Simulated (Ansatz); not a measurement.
# HfGe+ (octet): from Hartree-Fock to the top rungs, def2-TZVPP

The task here is to estimate one member of a computed series from the others.

Program: Ansatz 0.2.0, Gaussian basis. Level of theory: def2-TZVPP, core rule «outside noble gas», up to 18 orbitals frozen. These are calculated values, not measurements.

The runs, in order: UHF; CCSD(T) on ROHF; CCSD(T) on UHF; CCSDT(Q) on ROHF; CCSDT(Q) on UHF.

9 further runs of the same task are left out: 6 for a known fault of the program, 3 set aside as unsound or not needed.

## What is computed

The geometry is a PBE0/def2-TZVP stationary point (not a proven minimum) of the parent state, kept for this charge and spin. No spin-orbit coupling is included. Elements past krypton take def2 core potentials. The filled d shell of Ge may be among the frozen orbitals whatever the setting's name suggests; the logs give the count.

2 atoms, charge 1, spin multiplicity 8.

Atoms are counted from 1 here; the program's logs count them from 0.

Bond lengths: Hf1–Ge2 2.569 Å.

Set-up of the first run:

The input, in.yaml:

```yaml
crystal:
  periodic: [false, false, false]
  atoms:
    - {symbol: Hf, position_ang: [0.000000, 0.000000, 0.000000]}
    - {symbol: Ge, position_ang: [0.000000, 0.000000, 2.569000]}
basis:
  gaussian: {orbitals: def2-TZVPP}
total_charge: 1
magnetization: {spin_polarized: true, initial_magnetization: 7}
hamiltonian: {xc: hf}
output: {orbitals: {seedname: orbitals}}
```

Launch:

```sh
> ansatz run in.yaml --threads 1 --pin off --events-out ev --progress --plain --max-ram 2816MiB --backend cpu
```

Steps of the session up to this table: UHF; CCSD(T) on ROHF; CCSD(T) on UHF; CCSDT(Q) on ROHF; CCSDT(Q) on UHF.

One of the session's tables, all rows but one given; the rest of the session is left out.

```
   method  from RCCSDT(Q) (kJ/mol)
     ROHF                   +153.5
      UHF                   +135.5
     RMP2                    +39.7
     UMP2                    +23.1
    RCCSD                     +5.8
    UCCSD                    -10.4
 RCCSD(T)                        ?
 UCCSD(T)                    -14.0
   RCCSDT                     +0.2
   UCCSDT                    -15.3
RCCSDT(Q)                        0
UCCSDT(Q)                    -15.4
```

Q: Estimate the row for RCCSD(T) from the others.

The run gave: from RCCSDT(Q) (kJ/mol): +2.0. In the column «from RCCSDT(Q) (kJ/mol)» it lies between RCCSDT (+0.2) and RCCSD (+5.8).

To keep in mind: Restricted and unrestricted rows rest on different reference determinants; where their highest levels disagree by more than a few hundredths of an eV, they describe different states and don't form one ladder.
